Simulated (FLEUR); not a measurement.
# Sn3Se (Fm-3m) in FLEUR: notebook, part 2 of 2

FLEUR MaX-R8.1 (later development tree). Earlier steps stand in the parts before.

## 6. Equation of state, r2SCAN, 27.05 Å³/atom (volume scaled by 1.04)

Changes to inp.xml since step 5:

```diff
@@ -27,3 +27,3 @@
       <xi:include xmlns:xi="http://www.w3.org/2001/XInclude" href="sym.xml"> </xi:include>
-      <bulkLattice scale="1.0000000000">
+      <bulkLattice scale="1.0131594038">
          <bravaisMatrix>
```

Potentials or basis: all-electron, FLAPW.

Command:

```sh
> inpgen -f crystal.txt -profile fastHighL
> # inp.xml edited to the form shown
> fleur_MPI
```

Run time: 3.2 min. Hardware: 1 thread of Arm Neoverse V2, shared host; peak memory 0.11 GiB.

The run converged. Its results:

```
Free energy                                           : -570566.2733 eV
Band gap on the k mesh                                : none (metal or under the smearing width)
Valence electrons inside the program's atomic spheres : Sn 20.18, 20.06; Se 15.02 (radii Sn 2.66, Se 2.66 bohr)
```

Caveat: the meta-GGA is that of a development version, with a GGA for the radial functions and cores and without core tails.

## 7. Equation of state, r2SCAN, 27.57 Å³/atom (volume scaled by 1.06)

Changes to inp.xml since step 6:

```diff
@@ -27,3 +27,3 @@
       <xi:include xmlns:xi="http://www.w3.org/2001/XInclude" href="sym.xml"> </xi:include>
-      <bulkLattice scale="1.0131594038">
+      <bulkLattice scale="1.0196128224">
          <bravaisMatrix>
```

Command:

```sh
> inpgen -f crystal.txt -profile fastHighL
> # inp.xml edited to the form shown
> fleur_MPI
```

Wall time 2.8 min (1 thread of Arm Neoverse V2, shared host); peak memory 0.11 GiB.

The run converged. Its results:

| Quantity | Value |
| --- | --- |
| Free energy | -570566.2306 eV |
| Band gap on the k mesh | none (metal or under the smearing width) |
| Valence electrons inside the program's atomic spheres | Sn 20.17, 20.05; Se 15.01 (radii Sn 2.66, Se 2.66 bohr) |

Caveat: the meta-GGA is that of a development version, with a GGA for the radial functions and cores and without core tails.

## 8. Equation of state, r2SCAN

Potentials or basis: all-electron, FLAPW.

No new run: the results of the series are fitted here.

What came out:

| Item | Value |
| --- | --- |
| Equilibrium volume | 25.38 Å³/atom |
| Bulk modulus | 55 GPa |

Energy against volume, from the lowest point:
| volume (Å³/atom) | energy (meV/atom) |
| --- | --- |
| 24.452 | 5.17 |
| 24.973 | 0.00 |
| 26.013 | 1.47 |
| 27.054 | 15.25 |
| 27.574 | 25.94 |

Caveat: the meta-GGA is that of a development version, with a GGA for the radial functions and cores and without core tails.
